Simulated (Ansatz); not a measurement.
**GaHSO (triplet): relaxing a cheap start**

Aim: relax a generated start of GaHSO (triplet) and see which bonds hold.

Program: Ansatz 0.2.0, Gaussian basis. Level of theory: UKS PBE0/def2-TZVP. These are calculated values, not measurements.

## (1) Where the work starts

4 atoms, charge 0, spin multiplicity 3.

Atoms are counted from 1 here; the program's logs count them from 0.

Bond lengths: O1–Ga2 1.727 Å, O1–H4 0.953 Å, Ga2–S3 2.401 Å. Angles: Ga2–O1–H4 169.1°, O1–Ga2–S3 109.3°.

The start was built by rule and, where that kept it together, relaxed with GFN2-xTB. Sticks and bond lists go by distance. No spin-orbit coupling is included. 

## (2) Relaxation

The input, in.yaml:

```yaml
crystal:
  periodic: [false, false, false]
  atoms:
    - {symbol: O, position_ang: [-1.772424, -0.271550, -0.002052]}
    - {symbol: Ga, position_ang: [-0.255941, 0.555633, 0.004214]}
    - {symbol: S, position_ang: [1.525167, -1.055057, -0.008005]}
    - {symbol: H, position_ang: [-2.680474, -0.560895, -0.004242]}
basis:
  gaussian: {orbitals: def2-TZVP}
magnetization: {spin_polarized: true, initial_magnetization: 2}
hamiltonian: {xc: pbe0}
relax: {f_tol: 0.004, max_steps: 80}
```

Started as:

```
$ ansatz run in.yaml --threads 1 --pin off --events-out ev --progress --plain --max-ram 2176MiB
```

What does the calculation give? Wanted: energy gained; shift from the start; total energy; dipole moment; ⟨S²⟩.

**Answer**, as computed:

```
                  quantity           value
                     steps              11
             energy gained        0.381 eV
shift from the start (rms)         0.303 Å
              total energy  -65264.7606 eV
             dipole moment          2.47 D
                      ⟨S²⟩           2.008
```

What this shows: The bonds of the start are those of the end. Ga2–S3 went from 2.401 to 2.254 Å. No vibrations were run, so this is a stationary point, not a proven minimum, and this spin need not be the ground state's.
